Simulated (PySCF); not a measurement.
# CH6O2SSi: electronic excitations and core binding energies

What electronic excitations and core binding energies should CH6O2SSi (`C[Si](O)(O)S`) show?

The runs use PySCF 2.14.0, with density-fitted response routines of our own; the level of theory stands in each step. All values are computed, except where a source is named. Atoms count from 0, in the outputs and in this text.

## 1. Starting geometry

11 atoms, charge 0, multiplicity 1; geometry from: GFN2-xTB.

Bonds of the start (Å): C0–Si1 1.89, Si1–O2 1.62, Si1–O3 1.63, Si1–S4 2.17, C0–H5 1.09, C0–H6 1.08, C0–H7 1.08, O2–H8 0.95, O3–H9 0.95, S4–H10 1.32.

## 2. TDDFT and polarisability: CAM-B3LYP/def2-SVPD

What the job is given:

```
{"job": {"kind": "uv", "xc": "CAM-B3LYP", "basis": "def2-SVPD", "nstates": 8, "ntriplets": 3}, "charge": 0, "multiplicity": 1}
C     -1.075316    -0.797665    -0.650593
Si     0.170567     0.308796     0.242166
O      0.239087    -0.214108     1.770880
O     -0.213813     1.887173     0.283720
S      2.121920     0.197678    -0.704437
H     -1.060862    -0.639273    -1.724664
H     -0.868799    -1.846641    -0.467695
H     -2.079272    -0.593872    -0.293635
H      0.575140     0.349124     2.464664
H     -0.124770     2.436078    -0.490057
H      2.321542    -1.084619    -0.456312
```

With the program's defaults for keys left out, this is: TDDFT CAM-B3LYP/def2-SVPD, vertical, gas phase, core orbitals frozen in the response.

Started as:

```
> OMP_NUM_THREADS=1 python probes_run.py task.json out
```

This one command runs all jobs of the session in turn.

**Question.** This job is followed by: delta-SCF UKS SCAN, pcX-2 on the ionised atom, pcseg-1 elsewhere, spin-free X2C. What will the session give for the following? lowest singlet (CAM-B3LYP/def2-SVPD); brightest single state of those computed; lowest triplet; C1s binding energies, SCAN/pcX-2; Si1s binding energies, SCAN/pcX-2; Si2p binding energies, SCAN/pcX-2; O1s binding energies, SCAN/pcX-2; S1s binding energies, SCAN/pcX-2; S2p binding energies, SCAN/pcX-2.

**Answer**, as computed:

| quantity | value |
| --- | --- |
| lowest singlet (CAM-B3LYP/def2-SVPD) | 6.04 eV (205 nm), f = 0.022 |
| brightest single state of those computed | state 7, 8.03 eV, f = 0.072 |
| lowest triplet | 5.67 eV |
| C1s binding energies, SCAN/pcX-2 | C0 290.28 eV |
| Si1s binding energies, SCAN/pcX-2 | Si1 1848.02 eV |
| Si2p binding energies, SCAN/pcX-2 | Si1 108.08 eV |
| O1s binding energies, SCAN/pcX-2 | O2 538.76 eV |
| S1s binding energies, SCAN/pcX-2 | S4 2476.80 eV |
| S2p binding energies, SCAN/pcX-2 | S4 169.44 eV |

**Reading.** The first singlet state (HOMO→LUMO 0.66, HOMO→LUMO+4 0.10) lies at 6.04 eV and is weak; of the 8 states computed, the strongest absorption comes from state 7 at 8.03 eV. The lowest triplet lies 0.37 eV below the lowest singlet (triplets in Tamm-Dancoff, singlets in full TDDFT).
